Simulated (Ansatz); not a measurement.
# Si16C: the cost of one run

Method: DFT PBE+D3(BJ), plane waves, PAW, scalar-relativistic, collinear spin, in Ansatz 0.2.0.

## (1) The starting structure

The cell holds 17 atoms (CSi16): a = 7.679 Å, b = 7.679 Å, c = 7.679 Å, α = 60.00°, β = 60.00°, γ = 60.00°.

Coordinates:

```
CELL_PARAMETERS angstrom
0.00000 5.43000 5.43000
5.43000 0.00000 5.43000
5.43000 5.43000 0.00000
ATOMIC_POSITIONS crystal
Si 0.00000 0.00000 0.00000
Si 0.12500 0.12500 0.12500
Si 0.00000 0.00000 0.50000
Si 0.12500 0.12500 0.62500
Si 0.00000 0.50000 0.00000
Si 0.12500 0.62500 0.12500
Si 0.00000 0.50000 0.50000
Si 0.12500 0.62500 0.62500
Si 0.50000 0.00000 0.00000
Si 0.62500 0.12500 0.12500
Si 0.50000 0.00000 0.50000
Si 0.62500 0.12500 0.62500
Si 0.50000 0.50000 0.00000
Si 0.62500 0.62500 0.12500
Si 0.50000 0.50000 0.50000
Si 0.62500 0.62500 0.62500
C 0.36965 0.38956 0.86315
```

## (2) End point A

input.yaml

```yaml
crystal:
  lattice:
    - [0.0, 5.43, 5.43]
    - [5.43, 0.0, 5.43]
    - [5.43, 5.43, 0.0]
  atoms:
    - { symbol: Si, position: [0.0, 0.0, 0.0] }
    - { symbol: Si, position: [0.125, 0.125, 0.125] }
    - { symbol: Si, position: [0.0, 0.0, 0.5] }
    - { symbol: Si, position: [0.125, 0.125, 0.625] }
    - { symbol: Si, position: [0.0, 0.5, 0.0] }
    - { symbol: Si, position: [0.125, 0.625, 0.125] }
    - { symbol: Si, position: [0.0, 0.5, 0.5] }
    - { symbol: Si, position: [0.125, 0.625, 0.625] }
    - { symbol: Si, position: [0.5, 0.0, 0.0] }
    - { symbol: Si, position: [0.625, 0.125, 0.125] }
    - { symbol: Si, position: [0.5, 0.0, 0.5] }
    - { symbol: Si, position: [0.625, 0.125, 0.625] }
    - { symbol: Si, position: [0.5, 0.5, 0.0] }
    - { symbol: Si, position: [0.625, 0.625, 0.125] }
    - { symbol: Si, position: [0.5, 0.5, 0.5] }
    - { symbol: Si, position: [0.625, 0.625, 0.625] }
    - { symbol: C, position: [0.369652, 0.3895578, 0.8631496], spin: 1.0 }
magnetization:
  spin_polarized: true
basis:
  ecutwfc: 420.0
kpoints:
  mp_grid: { grid: [2, 2, 2] }
hamiltonian:
  xc: pbe
  dispersion: d3bj
scf:
  occupations: { method: gaussian, width: 0.02 }
  lower_state_search: "off"
relax:
  f_tol: 0.03
  max_steps: 60
  adjacent_minimum: "off"
```

Command:

```
$ ansatz run input.yaml --threads 2 --pin off --max-ram 5120MiB --backend cpu --events-out ev --progress --plain --runs-dir out
```

Q: Estimate wall time and peak memory on 2 threads of AMD EPYC 7B13 (Zen 3), shared host.

About 98 s, with a peak of 0.8 GiB.
